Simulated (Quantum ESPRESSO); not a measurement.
# SbSe2 (Fm-3m) in Quantum ESPRESSO: notebook

Runs on SbSe2. Level: PBE. Tasks: energy-loss spectrum, phonons.

All numbers are computed with Quantum ESPRESSO 7.5; they aren't measurements. Logs are shortened: lines on timing, memory, paths and dates and some standing lists are left out, and cuts for length are marked.

### Step 1. The crystal as given

Symmetry: Fm-3m, No. 225, cubic system. The conventional cell has a = 7.141 Å, b = 7.141 Å, c = 7.141 Å, α = 90.00°, β = 90.00°, γ = 90.00°. Sb (site symmetry m-3m) has 8 Se at 3.09 Å as nearest neighbours. Se (site symmetry -43m) is surrounded by 4 Sb at 3.09 Å.

The cell was built by a generator and needn't be a form met in nature.

### Step 2. Energy-loss spectrum, PBE

Input file pw.in:

```
&CONTROL
  calculation = 'scf'
  prefix = 'pwscf'
  outdir = './tmp'
  pseudo_dir = './pseudo'
  tprnfor = .true.
  tstress = .true.
  disk_io = 'low'
/
&SYSTEM
  ibrav = 0
  nat = 3
  ntyp = 2
  ecutwfc = 70
  nbnd = 21
  occupations = 'smearing'
  smearing = 'fd'
  degauss = 0.00367493
/
&ELECTRONS
  conv_thr = 6d-10
  electron_maxstep = 120
  mixing_beta = 0.5
/
ATOMIC_SPECIES
Sb   121.7600 Sb_ONCV_PBE-1.2.upf
Se    78.9710 Se_ONCV_PBE-1.2.upf
CELL_PARAMETERS angstrom
   0.0000000000    3.5703605200    3.5703605200
   3.5703605200    0.0000000000    3.5703605200
   3.5703605200    3.5703605200    0.0000000000
ATOMIC_POSITIONS crystal
Sb     0.0000000000    0.0000000000    0.0000000000
Se     0.2500000000    0.2500000000    0.2500000000
Se     0.7500000000    0.7500000000    0.7500000000
K_POINTS automatic
4 4 4 1 1 1
```

Input file scf2.in:

```
&CONTROL
  calculation = 'scf'
  prefix = 'pwscf'
  outdir = './tmp'
  pseudo_dir = './pseudo'
  tprnfor = .true.
  tstress = .true.
  disk_io = 'low'
/
&SYSTEM
  ibrav = 0
  nat = 3
  ntyp = 2
  ecutwfc = 70
  nbnd = 21
  occupations = 'smearing'
  smearing = 'fd'
  degauss = 0.00367493
/
&ELECTRONS
  conv_thr = 1d-11
  electron_maxstep = 120
  mixing_beta = 0.5
  startingpot = 'file'
  startingwfc = 'file'
/
ATOMIC_SPECIES
Sb   121.7600 Sb_ONCV_PBE-1.2.upf
Se    78.9710 Se_ONCV_PBE-1.2.upf
CELL_PARAMETERS angstrom
   0.0000000000    3.5703605200    3.5703605200
   3.5703605200    0.0000000000    3.5703605200
   3.5703605200    3.5703605200    0.0000000000
ATOMIC_POSITIONS crystal
Sb     0.0000000000    0.0000000000    0.0000000000
Se     0.2500000000    0.2500000000    0.2500000000
Se     0.7500000000    0.7500000000    0.7500000000
K_POINTS automatic
4 4 4 1 1 1
```

Input file eels.in:

```
&LR_INPUT
  prefix = 'pwscf'
  outdir = './tmp'
  restart_step = 5000
  restart = .false.
/
&LR_CONTROL
  calculator = 'lanczos'
  approximation = 'RPA_with_CLFE'
  q1 = 0
  q2 = 0
  q3 = 0.3214453831
  itermax = 400
/
```

Input file spectrum.in:

```
&LR_INPUT
  prefix = 'pwscf'
  outdir = './tmp'
  eels = .true.
  itermax0 = 400
  itermax = 20000
  extrapolation = 'osc'
  epsil = 0.02
  units = 1
  start = 0
  end = 40
  increment = 0.2
/
```

Input file spectrum_short.in:

```
&LR_INPUT
  prefix = 'pwscf'
  outdir = './tmp'
  eels = .true.
  itermax0 = 266
  itermax = 20000
  extrapolation = 'osc'
  epsil = 0.02
  units = 1
  start = 0
  end = 40
  increment = 0.2
/
```

Potentials or basis: SG15 PBE 1.2.

Launch:

```console
$ OMP_NUM_THREADS=1 pw.x -in pw.in > pw.out
$ OMP_NUM_THREADS=1 pw.x -in scf2.in > scf2.out
$ OMP_NUM_THREADS=1 turbo_eels.x -in eels.in > eels.out
$ OMP_NUM_THREADS=1 turbo_spectrum.x -in spectrum.in > spectrum.out
$ OMP_NUM_THREADS=1 turbo_spectrum.x -in spectrum_short.in > spectrum_short.out
```

pw.out:

```text
This program is part of the open-source Quantum ESPRESSO suite
     for quantum simulation of materials; please cite
[... 9 lines left out ...]
     --------------------
     sticks:   dense  smooth     PW     G-vecs:    dense   smooth      PW
     Sum        1765    1765    499                48671    48671    7391

     Using Slab Decomposition

     bravais-lattice index     =            0
     lattice parameter (alat)  =       9.5417  a.u.
     unit-cell volume          =     614.2750 (a.u.)^3
     number of atoms/cell      =            3
     number of atomic types    =            2
     number of electrons       =        27.00
     number of Kohn-Sham states=           21
     kinetic-energy cutoff     =      70.0000  Ry
     charge density cutoff     =     280.0000  Ry
     scf convergence threshold =      6.0E-10
     mixing beta               =       0.5000
     number of iterations used =            8  plain     mixing
     Exchange-correlation= PBE
                           (   1   4   3   4   0   0   0)

     celldm(1)=   9.541704  celldm(2)=   0.000000  celldm(3)=   0.000000
     celldm(4)=   0.000000  celldm(5)=   0.000000  celldm(6)=   0.000000

     crystal axes: (cart. coord. in units of alat)
               a(1) = (   0.000000   0.707107   0.707107 )
               a(2) = (   0.707107   0.000000   0.707107 )
               a(3) = (   0.707107   0.707107   0.000000 )

     reciprocal axes: (cart. coord. in units 2 pi/alat)
               b(1) = ( -0.707107  0.707107  0.707107 )
               b(2) = (  0.707107 -0.707107  0.707107 )
               b(3) = (  0.707107  0.707107 -0.707107 )

     PseudoPot. # 1 for Sb read from file:
     Sb_ONCV_PBE-1.2.upf
     Pseudo is Norm-conserving, Zval = 15.0
     Generated using ONCVPSP code by D. R. Hamann
     Using radial grid of  602 points,  6 beta functions with:
                l(1) =   0
                l(2) =   0
                l(3) =   1
                l(4) =   1
                l(5) =   2
                l(6) =   2

     PseudoPot. # 2 for Se read from file:
     Se_ONCV_PBE-1.2.upf
     Pseudo is Norm-conserving, Zval =  6.0
     Generated using ONCVPSP code by D. R. Hamann
     Using radial grid of  602 points,  6 beta functions with:
                l(1) =   0
                l(2) =   0
                l(3) =   1
                l(4) =   1
                l(5) =   2
                l(6) =   2

     atomic species   valence    mass     pseudopotential
     Sb               15.00   121.76000     Sb( 1.00)
     Se                6.00    78.97100     Se( 1.00)

     48 Sym. Ops., with inversion, found

   Cartesian axes

     site n.     atom                  positions (alat units)
         1        Sb     tau(   1) = (   0.0000000   0.0000000   0.0000000  )
         2        Se     tau(   2) = (   0.3535534   0.3535534   0.3535534  )
         3        Se     tau(   3) = (   1.0606602   1.0606602   1.0606602  )

     number of k points=    10  Fermi-Dirac smearing, width (Ry)=  0.0037
                       cart. coord. in units 2pi/alat
        k(    1) = (   0.0883883   0.0883883   0.0883883), wk =   0.0625000
        k(    2) = (   0.2651650   0.2651650  -0.0883883), wk =   0.1875000
        k(    3) = (  -0.2651650  -0.2651650   0.4419417), wk =   0.1875000
        k(    4) = (  -0.0883883  -0.0883883   0.2651650), wk =   0.1875000
        k(    5) = (   0.4419417   0.0883883   0.0883883), wk =   0.1875000
        k(    6) = (  -0.0883883  -0.4419417   0.6187184), wk =   0.3750000
        k(    7) = (   0.0883883  -0.2651650   0.4419417), wk =   0.3750000
        k(    8) = (  -0.6187184   0.0883883   0.0883883), wk =   0.1875000
        k(    9) = (   0.2651650   0.2651650   0.2651650), wk =   0.0625000
        k(   10) = (  -0.2651650  -0.2651650   0.7954951), wk =   0.1875000

     Dense  grid:    48671 G-vectors     FFT dimensions: (  54,  54,  54)

     Initial potential from superposition of free atoms

     starting charge      26.9043, renormalised to      27.0000
     Starting wfcs are random

     Self-consistent Calculation

     iteration #  1     ecut=    70.00 Ry     beta= 0.50
     Davidson diagonalization with overlap
     ethr =  1.00E-02,  avg # of iterations =  8.8

     Threshold (ethr) on eigenvalues was too large:
     Diagonalizing with lowered threshold

     Davidson diagonalization with overlap
     ethr =  4.73E-04,  avg # of iterations =  2.5

     total energy              =    -178.80684062 Ry
     estimated scf accuracy    <       0.12461604 Ry

     iteration #  2     ecut=    70.00 Ry     beta= 0.50
     Davidson diagonalization with overlap
     ethr =  4.62E-04,  avg # of iterations =  2.0

     total energy              =    -178.84286744 Ry
     estimated scf accuracy    <       0.03720524 Ry

     iteration #  3     ecut=    70.00 Ry     beta= 0.50
     Davidson diagonalization with overlap
     ethr =  1.38E-04,  avg # of iterations =  1.4

     total energy              =    -178.84984368 Ry
     estimated scf accuracy    <       0.00110492 Ry

     iteration #  4     ecut=    70.00 Ry     beta= 0.50
     Davidson diagonalization with overlap
     ethr =  4.09E-06,  avg # of iterations =  8.0

     total energy              =    -178.84993634 Ry
     estimated scf accuracy    <       0.00001441 Ry

     iteration #  5     ecut=    70.00 Ry     beta= 0.50
     Davidson diagonalization with overlap
     ethr =  5.34E-08,  avg # of iterations =  2.1

     total energy              =    -178.84993995 Ry
     estimated scf accuracy    <       0.00000215 Ry

     iteration #  6     ecut=    70.00 Ry     beta= 0.50
     Davidson diagonalization with overlap
     ethr =  7.98E-09,  avg # of iterations =  2.0

     total energy              =    -178.84994031 Ry
     estimated scf accuracy    <       0.00000005 Ry

     iteration #  7     ecut=    70.00 Ry     beta= 0.50
     Davidson diagonalization with overlap
     ethr =  1.93E-10,  avg # of iterations =  2.9

     total energy              =    -178.84994033 Ry
     estimated scf accuracy    <       0.00000002 Ry

     iteration #  8     ecut=    70.00 Ry     beta= 0.50
     Davidson diagonalization with overlap
     ethr =  7.45E-11,  avg # of iterations =  2.0

     End of self-consistent calculation

          k = 0.0884 0.0884 0.0884 (  6078 PWs)   bands (ev):

   -23.1048 -23.1048 -23.0917 -23.0916 -23.0916  -7.1556  -5.1120  -1.0249
     3.3848   3.5861   3.5861   4.4567   4.4567   5.1302   7.5813   7.7043
     7.7043  12.4011  12.4011  12.8907  16.4151

          k = 0.2652 0.2652-0.0884 (  6072 PWs)   bands (ev):

   -23.1048 -23.1048 -23.0917 -23.0914 -23.0913  -6.7231  -5.4246  -1.8809
     2.9208   3.2060   3.4229   4.3501   5.3126   5.9445   8.0077   8.0680
     8.8068  12.8247  13.5513  13.8367  15.8464

          k =-0.2652-0.2652 0.4419 (  6083 PWs)   bands (ev):

   -23.1048 -23.1048 -23.0918 -23.0913 -23.0911  -6.2000  -5.8651  -2.3362
     2.8108   2.8746   3.4827   4.8467   5.0324   5.9919   8.7803   8.9021
     9.2428  12.5134  13.6768  14.4700  15.6084

          k =-0.0884-0.0884 0.2652 (  6073 PWs)   bands (ev):

   -23.1049 -23.1048 -23.0918 -23.0914 -23.0914  -6.9341  -5.2581  -1.5442
     2.8920   2.9439   4.0710   4.4962   5.1121   5.6407   7.2212   8.2599
     8.3030  12.6958  13.2260  13.5897  15.7761

          k = 0.4419 0.0884 0.0884 (  6085 PWs)   bands (ev):

   -23.1049 -23.1047 -23.0921 -23.0911 -23.0911  -6.5527  -5.4479  -2.3054
     2.3536   2.3787   4.4113   5.4277   5.6734   5.6838   7.3517   9.0234
     9.0601  12.9151  13.2806  14.4826  15.1726

          k =-0.0884-0.4419 0.6187 (  6063 PWs)   bands (ev):

   -23.1049 -23.1047 -23.0919 -23.0913 -23.0909  -6.0364  -5.7780  -2.8862
     1.8955   2.7982   4.0450   5.1158   6.0790   6.3899   8.6488   8.7465
     9.1999  12.5391  14.4022  14.6913  14.8403

          k = 0.0884-0.2652 0.4419 (  6083 PWs)   bands (ev):

   -23.1049 -23.1047 -23.0918 -23.0913 -23.0911  -6.3641  -5.6381  -2.4252
     2.3344   3.0116   3.5867   5.1762   5.5204   5.9343   8.2619   8.7026
     9.2827  12.3735  14.0202  14.4484  15.6916

          k =-0.6187 0.0884 0.0884 (  6072 PWs)   bands (ev):

   -23.1050 -23.1046 -23.0923 -23.0909 -23.0909  -6.1979  -5.5723  -2.9072
     2.0543   2.0681   4.5444   5.5199   6.0716   6.5381   7.6898   9.3165
     9.4241  12.3929  14.0943  14.4386  15.3004

          k = 0.2652 0.2652 0.2652 (  6092 PWs)   bands (ev):

   -23.1048 -23.1048 -23.0918 -23.0913 -23.0913  -6.5253  -5.6235  -2.0164
     3.1609   3.1609   3.3401   4.4912   4.4912   6.1974   8.5486   8.5486
     8.9234  13.0572  13.6346  13.6346  16.0057

          k =-0.2652-0.2652 0.7955 (  6056 PWs)   bands (ev):

   -23.1049 -23.1047 -23.0917 -23.0914 -23.0911  -6.0566  -5.8736  -2.6600
     2.4304   2.5915   3.8513   5.1972   5.5161   6.1609   8.7471   8.7551
     9.2480  12.1174  14.4940  14.8474  15.6475

     the Fermi energy is     6.1042 ev

!    total energy              =    -178.84994033 Ry
     estimated scf accuracy    <          5.6E-10 Ry
     smearing contrib. (-TS)   =      -0.00239212 Ry
     internal energy E=F+TS    =    -178.84754822 Ry

     The total energy is F=E-TS. E is the sum of the following terms:
     one-electron contribution =     -68.94589564 Ry
     hartree contribution      =      42.10026309 Ry
     xc contribution           =     -23.88120693 Ry
     ewald contribution        =    -128.12070873 Ry

     convergence has been achieved in   8 iterations

     Forces acting on atoms (cartesian axes, Ry/au):

     atom    1 type  1   force =     0.00000000    0.00000000    0.00000000
     atom    2 type  2   force =    -0.00000000    0.00000000   -0.00000000
     atom    3 type  2   force =     0.00000000   -0.00000000    0.00000000

     Total force =     0.000000     Total SCF correction =     0.000000

     Computing stress (Cartesian axis) and pressure

          total   stress  (Ry/bohr**3)                   (kbar)     P=      -40.69
  -0.00027663   0.00000000  -0.00000000          -40.69        0.00       -0.00
   0.00000000  -0.00027663   0.00000000            0.00      -40.69        0.00
   0.00000000  -0.00000000  -0.00027663            0.00       -0.00      -40.69

=------------------------------------------------------------------------------=
   JOB DONE.
=------------------------------------------------------------------------------=
```

Wall time 25 min (1 thread of Arm Neoverse V2, shared host); peak memory 0.91 GiB.

Results:

```
Free energy                      : -2433.3774 eV
Pressure                         : -4.1 GPa
Band gap on the k mesh           : none (metal or under the smearing width)
Peak of the energy-loss function : 18.4 eV
```

Levels at points of the mesh, in eV from the Fermi level:
```csv
k point,band 10,band 11,band 12,band 13,band 14,band 15,band 16,band 17,band 18,band 19
"(0.12, 0.12, 0.12)",-2.52,-2.52,-1.65,-1.65,-0.97,1.48,1.60,1.60,6.30,6.30
```

Energy-loss function at q = [0.0, 0.0, 0.4] (Å⁻¹, cartesian):
```csv
energy (eV),loss
0.0,0.000
1.8,0.007
3.4,0.019
5.2,0.182
7.0,0.390
8.6,0.490
10.4,0.610
12.2,0.855
13.8,1.121
15.6,1.222
17.4,1.305
19.0,1.319
20.8,0.986
22.4,0.715
24.2,0.557
26.0,0.426
27.6,0.301
29.4,0.221
31.2,0.216
32.8,0.238
34.6,0.201
36.4,0.131
38.0,0.093
39.8,0.073
```

Caveat: the k mesh is coarse (spacing up to 0.38 Å⁻¹), so the values aren't converged; the Lanczos chain is short for so many electrons, so humps in the spectrum may be artefacts.

(Part 1 of 2 ends here.)
